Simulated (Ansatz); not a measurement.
This script makes a ranking of polymorphs by energy of 2 structures of Hf with Ansatz's Python interface.

The script, `polymorphs_hf.py`:
```python
import csv
import warnings

import ansatz as az
import numpy as np

PHASES = {
    "Im-3m": (
        [[-1.805, 1.805, 1.805], [1.805, -1.805, 1.805], [1.805, 1.805, -1.805]],
        [
            ("Hf", [0.0, 0.0, 0.0]),
        ],
    ),
    "P6/mmm": (
        [[4.96232954, 0.0, 0.0], [-2.48116477, 4.29750345, 0.0], [0.0, 0.0, 3.08623225]],
        [
            ("Hf", [2 / 3, 1 / 3, 0.5]),
            ("Hf", [1 / 3, 2 / 3, 0.5]),
            ("Hf", [0.0, 0.0, 0.0]),
        ],
    ),
}


def build(vectors, sites):
    crystal = az.Crystal(lattice=az.Lattice.of(vectors))
    for symbol, position in sites:
        crystal = crystal.atom(symbol, position)
    return crystal


def compute(name, crystal):
    calc = (
        crystal.calculation()
        .functional("PBEsol")
        .basis(460)
        .kpoints(spacing=0.3)
        .occupations("fermi_dirac", width=0.1)
        .stress()
        .band_table()
    )
    calc = calc.relax(force_tolerance=0.01, max_steps=40, cell=True)
    return calc.run()


def pressure_gpa(outcome):
    return float(np.trace(outcome.report["stress_gpa"]) / 3)


def volume_per_atom(outcome):
    return abs(np.linalg.det(outcome.lattice.cell_ang)) / len(outcome.lattice.sites)

warnings.simplefilter("ignore", az.DeckWarning)

phases = {name: build(*cell) for name, cell in PHASES.items()}

done = {}
for name, crystal in phases.items():
    try:
        done[name] = compute(name, crystal)
    except az.NonConvergedError as error:
        print(name, "did not converge:", str(error)[:120])

energy = {name: o.report["energy_sigma0_ev"] / len(o.lattice.sites) for name, o in done.items()}
lowest = min(energy.values())
rows = [(name, len(o.lattice.sites), 1000 * (energy[name] - lowest), pressure_gpa(o), volume_per_atom(o)) for name, o in done.items()]
rows.sort(key=lambda row: row[2])
with open("polymorphs.csv", "w", newline="") as handle:
    writer = csv.writer(handle)
    writer.writerow(["phase", "atoms", "dE (meV/atom)", "P (GPa)", "V (A^3/atom)"])
    writer.writerows([round(v, 4) if isinstance(v, float) else v for v in row] for row in rows)
print(open("polymorphs.csv").read())
print("order:", " < ".join(row[0] for row in rows))
```

Which of these structures comes out lowest, and how far apart are they?

By space group at the end of each run: P6/mmm (+0 meV an atom, 21.4 Å³) and Im-3m (+137 meV an atom, 21.3 Å³).

The run itself:

`python polymorphs_hf.py` gives:
```text
phase,atoms,dE (meV/atom),P (GPa),V (A^3/atom)
P6/mmm,3,0.0,0.0029,21.3753
Im-3m,1,137.4997,-0.0422,21.3084

order: P6/mmm < Im-3m
```

For the metals among these phases the mesh is modest: differences between phases can be off by up to 40 meV an atom. Pressure is positive in compression. Spin-orbit coupling, which matters for elements this heavy, is left out. The cells come from databases of deposited and of computed structures, and not all need be stable phases. The ranking holds among these structures alone, at zero temperature; the ground state may be another structure. Differences under about 40 meV an atom lie within the error of mesh and functional. Finished in 17 s on 1 thread of Intel(R) Xeon(R) Platinum 8559C (Emerald Rapids) (shared host), peak memory 0.48 GiB.
